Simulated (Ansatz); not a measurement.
# YZr2O2: the cost of one run

Method: DFT PBE, scalar-relativistic, plane waves, PAW, in Ansatz 0.2.0.

## (1) The system as given

The structure is tetragonal, space group I4/mmm (No. 139). The conventional cell has a = 3.934 Å, b = 3.934 Å, c = 9.622 Å, α = 90.00°, β = 90.00°, γ = 90.00°. Around Y (site symmetry 4/mmm) lie 8 O at 3.03 Å and 8 Zr at 3.11 Å. Around Zr (site symmetry -4m2) lie 4 O at 2.31 Å. O (site symmetry 4mm) is surrounded by 4 Zr at 2.31 Å and 4 Y at 3.03 Å.

As a file:

```xyz
5
Lattice="-1.9672 1.9672 4.8111 1.9672 -1.9672 4.8111 1.9672 1.9672 -4.8111" Properties=species:S:1:pos:R:3 pbc="T T T"
Y     0.0000    0.0000    0.0000
Zr    0.0000    1.9672    2.4056
Zr    1.9672    0.0000    2.4056
O     0.0000    0.0000    3.6084
O     0.0000    0.0000    6.0139
```

Recipe of the guess: species swapped into a database cell of YSi2Ir2 (I4/mmm, No. 139), with O on the Si sites and Zr on the Ir sites. Its size is a rough estimate.

## (2) Probe: one point on a coarse mesh

The input, input.yaml:

```yaml
crystal:
  lattice:
    - [-1.9672039, 1.9672039, 4.81114894]
    - [1.9672039, -1.9672039, 4.81114894]
    - [1.9672039, 1.9672039, -4.81114894]
  atoms:
    - { symbol: "Y", position: [0.0, 0.0, 0.0] }
    - { symbol: Zr, position: [0.75, 0.25, 0.5] }
    - { symbol: Zr, position: [0.25, 0.75, 0.5] }
    - { symbol: O, position: [0.375, 0.375, 0.0] }
    - { symbol: O, position: [0.625, 0.625, 0.0] }
basis:
  ecutwfc: 420
kpoints:
  mp_grid: { grid: [6, 6, 6] }
hamiltonian:
  xc: pbe
scf:
  occupations: { method: gaussian, width: 0.1 }
  lower_state_search: "off"
output:
  forces: true
  stress: true
  eigenvalues: true
```

Run with:

```bash
> ansatz run input.yaml --threads 1 --pin off --max-ram 2560MiB --backend cpu --events-out ev --progress --plain --runs-dir out
```

Q: Estimate wall time and peak memory on 1 thread of Intel Xeon at 2.70GHz, shared host.

About 6 s, with a peak of 0.43 GiB.
